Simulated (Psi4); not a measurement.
# A workflow on BNH3Cl3 (SMILES [NH3+][B-](Cl)(Cl)Cl)

Wanted: a series of 10 runs (PBE-D4/def2-SVP, PBE0-D4/def2-TZVP, PBE-D4/def2-TZVPP, r2SCAN-D4/def2-TZVPP, B3LYP-D4/def2-TZVPP, PBE0-D4/def2-TZVPP, wB97M-V/def2-TZVPP, CCSD(T)/def2-TZVPP, and more) of BNH3Cl3. 

Program for the calculation: Psi4 1.11.

## 1. Starting point

The species is BNH3Cl3 (8 atoms), meant as a singlet with charge 0. SMILES: `[NH3+][B-](Cl)(Cl)Cl`. Geometry: relaxed at GFN2-xTB, rattled. The run starts from this shape.

Bond lengths: N1–B2 1.618 Å, B2–Cl3 1.777 Å, B2–Cl4 1.802 Å, B2–Cl5 1.911 Å, N1–H6 1.041 Å, N1–H7 0.956 Å, N1–H8 0.991 Å. Some angles: N1–B2–Cl3 107.3°, N1–B2–Cl4 105.1°, N1–B2–Cl5 103.7°, Cl3–B2–Cl4 115.9°, Cl3–B2–Cl5 111.9°, Cl4–B2–Cl5 111.8°, B2–N1–H6 107.3°, B2–N1–H7 112.7°, B2–N1–H8 107.5°, H6–N1–H7 112.7°.

## 2. A structure relaxation at PBE-D4/def2-SVP (density fitting) (run 1)

Contents of bcl3h3n.dat:

```
memory 4.4 GB

molecule system {
  0 1
  N     -0.333167    -0.400134     0.683296
  B      0.276216     0.303948    -0.640244
  Cl    -0.635833     1.806008    -0.907245
  Cl     0.143209    -0.939050    -1.938015
  Cl     2.096913     0.648773    -0.171568
  H     -0.297693     0.301969     1.450431
  H      0.115870    -1.214035     0.907801
  H     -1.285229    -0.604897     0.501152
  units angstrom
  symmetry c1
}

set basis def2-SVP
set scf_type df
set geom_maxiter 60
set max_force_g_convergence 0.0005

opt('pbe-d4')
print_variables()
```

On the command line:

```sh
$ psi4 bcl3h3n.dat bcl3h3n.out -n 2
```

bcl3h3n.out:

```text
[...]
  Running in c1 symmetry.
[...]
  Nuclear repulsion =  346.265184785497581
[...]
  Multiplicity = 1
[...]
  Nalpha       = 33
  Nbeta        = 33
[...]
    Number of basis functions: 97
[...]
   @DF-RKS iter   1: -1460.73740309933055    1.72518e-01   7.93453e-03 ADIIS/DIIS
[...]
   @DF-RKS iter   8: -1461.00949927604870   -3.41061e-12   3.35009e-09 DIIS
[...]
  @DF-RKS Final Energy: -1461.00949927604870
   => Energetics <=
    Nuclear Repulsion Energy =            343.3869416853061693
    One-Electron Energy =               -2700.8453480276584742
    Two-Electron Energy =                 992.6622036240798934
    DFT Exchange-Correlation Energy =     -96.2039993763117565
    Empirical Dispersion Energy =          -0.0092971814647284
    VV10 Nonlocal Energy =                  0.0000000000000000
    Total Energy =                      -1461.0094992760487003
[...]
  -Total Gradient:
     Atom            X                  Y                   Z
    ------   -----------------  -----------------  -----------------
       1       -0.000343049179     0.000182962477    -0.000194507238
       2       -0.000035475055     0.000101441866    -0.000188613519
       3        0.000096996253    -0.000170954178    -0.000005642442
       4        0.000026518846     0.000096604428     0.000039279850
       5        0.000019060273    -0.000056082614     0.000054079241
       6        0.000089278874    -0.000001710845     0.000046026321
       7        0.000136812588    -0.000095593766     0.000056348019
       8        0.000036306773    -0.000101852529     0.000166889973
[...]
```

Standard output:

```text
Optimizer: Optimization complete!
```

Run time: 23 s. Hardware: 2 threads of Intel Xeon Platinum 8375C at 2.90GHz (Ice Lake), shared host; peak memory 0.72 GiB.

The path in brief:

```
step  energy from the first frame kept (eV)  largest force (eV/Å)
   0                                 0.0000                4.1260
   1                                -0.2500                0.9133
   2                                -0.2694                0.3665
   3                                -0.2727                0.0660
   4                                -0.2730                0.0224
```

After the run. Bond lengths: N1–B2 1.637 Å, B2–Cl3 1.838 Å, B2–Cl4 1.839 Å, B2–Cl5 1.840 Å, N1–H6 1.032 Å, N1–H7 1.033 Å, N1–H8 1.032 Å. Some angles: N1–B2–Cl3 104.6°, N1–B2–Cl4 104.6°, N1–B2–Cl5 104.4°, Cl3–B2–Cl4 113.9°, Cl3–B2–Cl5 113.9°, Cl4–B2–Cl5 113.9°, B2–N1–H6 110.0°, B2–N1–H7 110.0°, B2–N1–H8 110.4°, H6–N1–H7 108.7°.

## 3. A structure relaxation at PBE0-D4/def2-TZVP (density fitting) (run 2)

Contents of job.in:

```
memory 4400 mb

molecule {
  0 1
  N     -0.333642    -0.374391     0.692922
  B      0.337270     0.309084    -0.634628
  Cl    -0.651291     1.832231    -0.922069
  Cl     0.153135    -0.959181    -1.952943
  Cl     2.082393     0.632247    -0.149943
  H     -0.275755     0.275890     1.492723
  H      0.169528    -1.243022     0.934896
  H     -1.325422    -0.601586     0.518652
  symmetry c1
}

set basis def2-TZVP
set reference rks
set scf_type df
set geom_maxiter 50
set max_force_g_convergence 0.0002

optimize('pbe0-d4')
```

On the command line:

```sh
$ psi4 job.in job.out -n 2
```

job.out:

```text
[...]
  Running in c1 symmetry.
[...]
  Nuclear repulsion =  343.386956075120111
[...]
  Multiplicity = 1
[...]
  Nalpha       = 33
  Nbeta        = 33
[...]
    Number of basis functions: 191
[...]
   @DF-RKS iter   1: -1461.47098264202509   -5.09209e-02   4.14671e-03 ADIIS/DIIS
[...]
   @DF-RKS iter   7: -1461.69910715210426   -6.36646e-12   3.08912e-09 DIIS
[...]
  @DF-RKS Final Energy: -1461.69910715210426
   => Energetics <=
    Nuclear Repulsion Energy =            346.2422886245246332
    One-Electron Energy =               -2707.1344996730722414
    Two-Electron Energy =                 972.0497506265392076
    DFT Exchange-Correlation Energy =     -72.8487515738507909
    Empirical Dispersion Energy =          -0.0078951562449865
    VV10 Nonlocal Energy =                  0.0000000000000000
    Total Energy =                      -1461.6991071521042613
[...]
  -Total Gradient:
     Atom            X                  Y                   Z
    ------   -----------------  -----------------  -----------------
       1       -0.000054355924    -0.000045191512     0.000117119937
       2       -0.000041341449     0.000015331635    -0.000079199171
       3        0.000043207844     0.000000775548     0.000042597952
       4        0.000012344386    -0.000014905762    -0.000020548258
       5       -0.000040378065     0.000001586846     0.000037451900
       6        0.000017824566     0.000028007714    -0.000026022024
       7        0.000027491989     0.000020706592    -0.000037061560
       8        0.000010730214     0.000017463777    -0.000025166338
[...]
```

The script printed:

```text
Optimizer: Optimization complete!
```

Run time: 34 s. Hardware: 2 threads of Intel Xeon Platinum 8375C at 2.90GHz (Ice Lake), shared host; peak memory 1.3 GiB.

The path in brief:

```
step  energy from the first frame kept (eV)  largest force (eV/Å)
   0                                 0.0000                0.6229
   1                                -0.0248                0.1105
   2                                -0.0251                0.0395
   3                                -0.0251                0.0070
```

After the run. Bond lengths: N1–B2 1.614 Å, B2–Cl3 1.827 Å, B2–Cl4 1.827 Å, B2–Cl5 1.827 Å, N1–H6 1.018 Å, N1–H7 1.018 Å, N1–H8 1.018 Å. Some angles: N1–B2–Cl3 105.1°, N1–B2–Cl4 105.1°, N1–B2–Cl5 105.1°, Cl3–B2–Cl4 113.5°, Cl3–B2–Cl5 113.5°, Cl4–B2–Cl5 113.5°, B2–N1–H6 109.8°, B2–N1–H7 109.8°, B2–N1–H8 109.8°, H6–N1–H7 109.2°.

Runs 3 to 7 aren't shown in full; the table further down has their settings and results.

## 4. The energy at wB97M-V/def2-TZVPP (density fitting) (run 8)

Contents of calc.dat:

```
memory 4400 mb

molecule {
  N     -0.329270    -0.371048     0.686371
  B      0.332473     0.302995    -0.622776
  Cl    -0.642694     1.818691    -0.921833
  Cl     0.157311    -0.948079    -1.942785
  Cl     2.068774     0.634552    -0.160011
  H     -0.269155     0.272568     1.472201
  H      0.165491    -1.229286     0.918759
  H     -1.306979    -0.587311     0.505577
  symmetry c1
}

set basis def2-TZVPP
set scf_type df
set dft_radial_points 99
set dft_spherical_points 590
set dft_vv10_postscf true

e_tot, wfn = energy('wb97m-v', return_wfn=True)
print_variables()
```

On the command line:

```sh
$ psi4 calc.dat calc.out -n 2
```

calc.out:

```text
[...]
  Running in c1 symmetry.
[...]
  Nuclear repulsion =  346.242298134982832
[...]
  Multiplicity = 1
[...]
  Nalpha       = 33
  Nbeta        = 33
[...]
    Number of basis functions: 230
[...]
   @DF-RKS iter   1: -1462.26255125292846   -9.63508e-02   2.82955e-03 ADIIS/DIIS
[...]
   @DF-RKS iter   8: -1462.41172672877246   -9.95049e-08   3.94597e-07 DIIS
[...]
  @DF-RKS Final Energy: -1462.14544430164233
   => Energetics <=
    Nuclear Repulsion Energy =            346.2422981349828319
    One-Electron Energy =               -2706.8845336209146808
    Two-Electron Energy =                 972.2686413484645982
    DFT Exchange-Correlation Energy =     -74.0380917052781058
    Empirical Dispersion Energy =           0.0000000000000000
    VV10 Nonlocal Energy =                  0.2662415411028313
    Total Energy =                      -1462.1454443016425557
[...]
 Multipole Moments:
 ------------------------------------------------------------------------------------
     Multipole            Electronic (a.u.)      Nuclear  (a.u.)        Total (a.u.)
 ------------------------------------------------------------------------------------
 L = 1.  Multiply by 2.5417464519 to convert [e a0] to [Debye]
 Dipole X            :          1.7403447           -2.7330554           -0.9927107
 Dipole Y            :          1.7731740           -2.7835710           -1.0103971
 Dipole Z            :         -3.4440252            5.4057517            1.9617264
 Magnitude           :                                                    2.4196585
[...]
```

Run time: 52 s. Hardware: 2 threads of Intel Xeon Platinum 8375C at 2.90GHz (Ice Lake), shared host; peak memory 2.7 GiB.

Run 9 isn't shown in full; the table further down has it.

## 5. A single-point energy at MP2/def2-QZVPP (density fitting, density fitting for correlation) (run 10)

Contents of job.inp:

```
memory 4400 mb

molecule {
  0 1
  N     -0.329270    -0.371048     0.686371
  B      0.332473     0.302995    -0.622776
  Cl    -0.642694     1.818691    -0.921833
  Cl     0.157311    -0.948079    -1.942785
  Cl     2.068774     0.634552    -0.160011
  H     -0.269155     0.272568     1.472201
  H      0.165491    -1.229286     0.918759
  H     -1.306979    -0.587311     0.505577
  symmetry c1
}

set basis def2-QZVPP
set reference rhf
set scf_type df
set num_frozen_docc 17

energy("mp2")
```

On the command line:

```sh
$ psi4 -n 2 job.inp job.out
```

job.out:

```text
[...]
  Running in c1 symmetry.
[...]
  Nuclear repulsion =  346.242298134982832
[...]
  Multiplicity = 1
[...]
  Nalpha       = 33
  Nbeta        = 33
[...]
    Number of basis functions: 414
[...]
   @DF-RHF iter   1: -1459.54459648942293   -2.23624e-01   1.18057e-03 DIIS/ADIIS
[...]
   @DF-RHF iter  11: -1459.64722939172361   -5.43423e-11   3.76888e-09 DIIS
[...]
  @DF-RHF Final Energy: -1459.64722939172361
   => Energetics <=
    Nuclear Repulsion Energy =            346.2422981349828319
    One-Electron Energy =               -2706.3915661544065188
    Two-Electron Energy =                 900.5020386277002444
    Total Energy =                      -1459.6472293917236129
[...]
 Multipole Moments:
 ------------------------------------------------------------------------------------
     Multipole            Electronic (a.u.)      Nuclear  (a.u.)        Total (a.u.)
 ------------------------------------------------------------------------------------
 L = 1.  Multiply by 2.5417464519 to convert [e a0] to [Debye]
 Dipole X            :          1.7132316           -2.7330554           -1.0198238
 Dipole Y            :          1.7456009           -2.7835710           -1.0379702
 Dipole Z            :         -3.3905139            5.4057517            2.0152378
 Magnitude           :                                                    2.4856802
[...]
```

Wall time 13 s (2 threads of Intel Xeon Platinum 8375C at 2.90GHz (Ice Lake), shared host); peak memory 1.6 GiB.

## 6. Overview of the runs

```
run                                                                  level  geom maxiter  max force g convergence   energy (Eh)  dipole moment (D)  HOMO energy (eV)  LUMO energy (eV)  wall time
  1                                      PBE-D4/def2-SVP (density fitting)            60                   0.0005  -1461.009499               6.31             -6.27             -0.68       23 s
  2                                    PBE0-D4/def2-TZVP (density fitting)            50                   0.0002  -1461.699107               6.17             -8.03             -0.27       34 s
  3                                    PBE0-D4/def2-TZVP (density fitting)             –                        –  -1461.699107               6.17                 –                 –      6 min
  4                                    PBE-D4/def2-TZVPP (density fitting)             –                        –  -1461.579026               5.98             -6.63             -1.11       16 s
  5                                 r2SCAN-D4/def2-TZVPP (density fitting)             –                        –  -1462.109856               6.15             -6.98             -0.40       43 s
  6                                  B3LYP-D4/def2-TZVPP (density fitting)             –                        –  -1462.302990               6.10             -7.74             -0.66       15 s
  7                                   PBE0-D4/def2-TZVPP (density fitting)             –                        –  -1461.701503               6.14             -8.03             -0.28       15 s
  8                                   wB97M-V/def2-TZVPP (density fitting)             –                        –  -1462.145444               6.15            -10.34              1.10       52 s
  9  CCSD(T)/def2-TZVPP (density fitting, density fitting for correlation)             –                        –  -1460.609657                  –            -11.31              2.31    7.4 min
 10      MP2/def2-QZVPP (density fitting, density fitting for correlation)             –                        –  -1460.637868                  –            -11.36              1.82       13 s
```

## 7. What came out

```
                                                            quantity           value
                                run 10, MP2/def2-QZVPP: total energy  -1460.63787 Eh
         run 10, MP2/def2-QZVPP: HOMO energy (Hartree–Fock orbitals)       -11.36 eV
         run 10, MP2/def2-QZVPP: LUMO energy (Hartree–Fock orbitals)         1.82 eV
       run 10, MP2/def2-QZVPP: HOMO–LUMO gap (Hartree–Fock orbitals)        13.18 eV
run 10, MP2/def2-QZVPP: correlation energy (17 core orbitals frozen)      -990.6 mEh
```

What this shows: Over runs 3, 4, 5, 6, 7, 8 the dipole moment (its size) runs from 5.98 D (PBE-D4/def2-TZVPP) to 6.17 D (PBE0-D4/def2-TZVP). The two ends differ in method and basis. Over runs 4, 5, 6, 7, 8 the HOMO–LUMO gap runs from 5.52 eV (PBE-D4/def2-TZVPP) to 11.44 eV (wB97M-V/def2-TZVPP). Totals of different functionals can't be ranked against each other. All runs together took 17 min, the longest 7.4 min.
